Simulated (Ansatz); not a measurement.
Write a Python script for the Python package of Ansatz (0.2.0) that makes a breakdown of dispersion, smearing and cutoff terms of ZnCl3, space group P6_3/m. Use (first run): RPBE, PAW, cutoff 380 eV, 3×3×9 k-points, cold smearing of 0.05 eV, D4 dispersion.

```xyz
8
Lattice="9.8057 0.0000 0.0000 -4.9029 8.4920 0.0000 0.0000 0.0000 2.9096" Properties=species:S:1:pos:R:3 pbc="T T T"
Zn    0.0000    5.6613    0.7274
Zn    4.9029    2.8307    2.1822
Cl    6.2538    1.3801    0.7274
Cl    1.9317    6.1060    2.1822
Cl   -1.3510    7.1119    2.1822
Cl    2.9712    2.3859    0.7274
Cl    5.4836    4.7259    0.7274
Cl   -0.5807    3.7661    2.1822
```

`run_terms.py`:
```python
'''Taking single terms out of the free energy of ZnCl3.'''

import ansatz as az


def main() -> None:
    cell = (
        az.Lattice.of((9.805706, 0.0, 0.0), (-4.902853, 8.491991, 0.0), (0.0, 0.0, 2.909555))
        .atom('Zn', (1 / 3, 2 / 3, 0.25))
        .atom('Zn', (2 / 3, 1 / 3, 0.75))
        .atom('Cl', (0.719036, 0.162521, 0.25))
        .atom('Cl', (0.556515, 0.719036, 0.75))
        .atom('Cl', (0.280964, 0.837479, 0.75))
        .atom('Cl', (0.443485, 0.280964, 0.25))
        .atom('Cl', (0.837479, 0.556515, 0.25))
        .atom('Cl', (0.162521, 0.443485, 0.75))
    )

    calc = cell.calculation()
    calc = calc.scf(tolerance=1e-09).kpoints(3, 3, 9)
    calc = calc.occupations('cold', width=0.05)
    with_term = calc.functional('rpbe', dispersion='d4').basis(380).cutoff_correction(530).run(threads=1, pin='off').report
    without = calc.functional('rpbe').basis(380).run(threads=1, pin='off').report
    finer = calc.functional('rpbe').basis(530).run(threads=1, pin='off').report
    removed = az.free_energy_without(with_term, az.EnergyTerm.DISPERSION)
    print(f'dispersion term            {with_term["components"]["e_disp"]:.5f} eV')
    print(f'F less dispersion          {removed:.5f} eV, run without it {without["free_energy_ev"]:.5f} eV')
    print(f'F less smearing term       {az.free_energy_without(without, az.EnergyTerm.SMEARING):.5f} eV')
    print(f'estimated gain to 530 eV   {with_term["cutoff_correction"]["energy_ev"]:.5f} eV, found {finer["free_energy_ev"] - without["free_energy_ev"]:.5f} eV')


if __name__ == '__main__':
    main()
```

```console
$ python run_terms.py
DeckWarning: basis.ecutwfc = 380 eV is below the records' recommended 420 eV, and the density's cutoff is lower with it unless basis.ecutrho_ratio is high enough to keep the records' density cutoff: compare with a run at a higher cutoff
dispersion term            -2.88530 eV
F less dispersion          -13152.62217 eV, run without it -13152.62217 eV
F less smearing term       -13152.61222 eV
estimated gain to 530 eV   -0.01891 eV, found -0.01878 eV
```
(Warnings from the package without file and line.)

Absolute energies stand on the zero of these potentials, so only differences at equal settings mean something. A total without «per atom» is that of the whole cell that was run. The cutoff lies under the one recommended for these potentials in some of the runs. Dispersion corrections can be off by several per cent in the lattices of metals, and by several GPa in the pressure at a fixed cell. For a metal this k-point mesh is coarse: on a finer one energies can move by several to tens of meV an atom and pressures by half a GPa or more, differences at one mesh by less. This cell is a computed structure, which may not be the phase found in nature. Timing: 30 s on 1 thread of Arm Neoverse V2, with other jobs on the host, peak memory 0.61 GiB.
